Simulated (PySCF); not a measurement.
# B2GaH6N: the cost of one run

Computed with PySCF 2.14.0, with density-fitted response routines of our own, on a single molecule in the gas phase. Atoms count from 0, in the outputs and in this text.

## 1. The starting structure

10 atoms, charge 0, multiplicity 1; geometry from: GFN2-xTB. The atoms were then displaced at random by about 0.01 Å, so the start is not that level's minimum.

Bonds of the start (Å): B0–N1 1.44, N1–B2 1.41, N1–Ga3 1.89, B0–H4 1.20, B0–H5 1.13, B2–H6 1.18, B2–H7 1.20, Ga3–H8 1.61, Ga3–H9 1.56.

## 2. Relaxing the molecule at PBE0-D3(BJ)/def2-SVP

What the job is given:

```
{"job": {"xc": "PBE0", "basis": "def2-SVP", "d3": "d3bj", "grid": 1, "shake": 0.01, "kind": "geom"}, "charge": 0, "multiplicity": 1}
B      0.050820    -1.338260     0.810300
N      0.191950    -0.107390     0.084520
B      1.408600     0.553990    -0.163020
Ga    -1.351950     0.721810    -0.630730
H     -1.070660    -1.753720     0.887010
H      0.939970    -1.854460     1.290370
H      1.404340     1.564960    -0.771850
H      2.454640     0.121930     0.234690
H     -2.760840    -0.004350    -0.368340
H     -1.216440     2.074570    -1.394010
```

Launch:

```
$ OMP_NUM_THREADS=1 python probes_run.py task.json out
```

This one command runs all jobs of the session in turn.

**Question.** How long does this first job take on 1 thread of Arm Neoverse V1, shared host, and how much memory does it need?

About 28 s, with a peak of 0.42 GiB.
